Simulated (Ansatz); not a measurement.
# C₄H₁₀Al₂Cl₄: how energies converge with the basis set

One table from this session's results is given with a row withheld; the runs are named, their logs left out.

Program: Ansatz 0.2.0, Gaussian basis. Level of theory: one geometry, several basis sets. These are calculated values, not measurements.

Levels to be run: PBE0-D4/def2-SVP; ωB97M-V/def2-SVP; PBE0-D4/def2-QZVPP; ωB97M-V/def2-QZVPP; the functionals' def2-TZVPP values are taken from earlier runs.

**The geometry**

An earlier PBE0-D4 in a triple-zeta def2 set relaxation fixed the geometry.

SMILES `C[CH2][Al@-]1([Cl])[Cl+][Al@@-]([Cl])([CH2]C)[Cl+]1`, 20 atoms, charge 0, spin multiplicity 1.

Atoms are counted from 1 here; the program's logs count them from 0.

Bond lengths: C1–C2 1.528 Å, C1–H11 1.093 Å, C1–H12 1.093 Å, C1–H13 1.093 Å, C2–Al3 1.936 Å, C2–H14 1.097 Å, C2–H15 1.097 Å, Al3–Cl4 2.099 Å, Al3–Cl5 2.295 Å, Al3–Cl10 2.291 Å, Cl5–Al6 2.285 Å, Al6–Cl7 2.101 Å, Al6–C8 1.936 Å, Al6–Cl10 2.291 Å, C8–C9 1.530 Å, C8–H16 1.097 Å, C8–H17 1.096 Å, C9–H18 1.093 Å and more. Angles: C2–C1–H11 111.6°, C2–C1–H12 111.8°, C2–C1–H13 111.8°, H11–C1–H12 107.2°, H11–C1–H13 107.2°, H12–C1–H13 106.8°, C1–C2–Al3 115.0°, C1–C2–H14 110.5°, C1–C2–H15 110.5°, Al3–C2–H14 107.5°, Al3–C2–H15 107.5°, H14–C2–H15 105.2°, C2–Al3–Cl4 124.6°, C2–Al3–Cl5 110.5°, C2–Al3–Cl10 110.7°, Cl4–Al3–Cl5 107.4°, Cl4–Al3–Cl10 107.6°, Cl5–Al3–Cl10 90.8° and more.

The first run:

The input, in.yaml:

```yaml
crystal:
  periodic: [false, false, false]
  atoms:
    - {symbol: C, position_ang: [0.303697, -2.180461, -2.533374]}
    - {symbol: C, position_ang: [0.166844, -0.800635, -3.176411]}
    - {symbol: Al, position_ang: [0.102461, 0.680081, -1.930157]}
    - {symbol: Cl, position_ang: [-0.089612, 2.696321, -2.482069]}
    - {symbol: Cl, position_ang: [1.832793, 0.541025, -0.428588]}
    - {symbol: Al, position_ang: [0.320820, 0.020257, 1.203928]}
    - {symbol: Cl, position_ang: [0.496966, -2.034630, 1.606571]}
    - {symbol: C, position_ang: [0.248087, 1.377909, 2.582313]}
    - {symbol: C, position_ang: [-0.929128, 1.212239, 3.545282]}
    - {symbol: Cl, position_ang: [-1.418565, 0.271145, -0.266190]}
    - {symbol: H, position_ang: [0.336269, -2.973384, -3.285638]}
    - {symbol: H, position_ang: [-0.532213, -2.401922, -1.865091]}
    - {symbol: H, position_ang: [1.215761, -2.262289, -1.936817]}
    - {symbol: H, position_ang: [-0.737834, -0.752077, -3.794515]}
    - {symbol: H, position_ang: [0.997997, -0.613714, -3.867248]}
    - {symbol: H, position_ang: [1.195360, 1.352797, 3.134042]}
    - {symbol: H, position_ang: [0.212061, 2.359401, 2.096075]}
    - {symbol: H, position_ang: [-0.899728, 0.246735, 4.056888]}
    - {symbol: H, position_ang: [-1.889251, 1.273158, 3.024958]}
    - {symbol: H, position_ang: [-0.932786, 1.988034, 4.316030]}
basis:
  gaussian: {orbitals: def2-SVP}
hamiltonian: {xc: pbe0, dispersion: d4}
output: {orbitals: {seedname: orbitals}}
```

The run is started by

```bash
$ ansatz run in.yaml --threads 4 --pin off --events-out ev --progress --plain --max-ram 46080MiB --backend cpu
```

Steps of the session up to this table: PBE0-D4 in def2-SVP; ωB97M-V in def2-SVP; PBE0-D4 in def2-QZVPP; ωB97M-V in def2-QZVPP.

One table of the session follows, with a row left open; its other results are not shown here.

It belongs to the step «Functionals by basis». 

```
functional       basis  HOMO (eV)  LUMO (eV)
   PBE0-D4    def2-SVP      -8.03       0.11
   PBE0-D4  def2-TZVPP      -8.03      -0.09
   PBE0-D4  def2-QZVPP      -8.04      -0.29
   ωB97M-V    def2-SVP     -10.20       1.85
   ωB97M-V  def2-TZVPP          ?          ?
   ωB97M-V  def2-QZVPP     -10.23       0.97
```

Q: Estimate the row for ωB97M-V, def2-TZVPP from the others.

**Answer.** HOMO (eV): -10.22; LUMO (eV): 1.55. In the column «HOMO (eV)» it lies between ωB97M-V, def2-QZVPP (-10.23) and ωB97M-V, def2-SVP (-10.20).
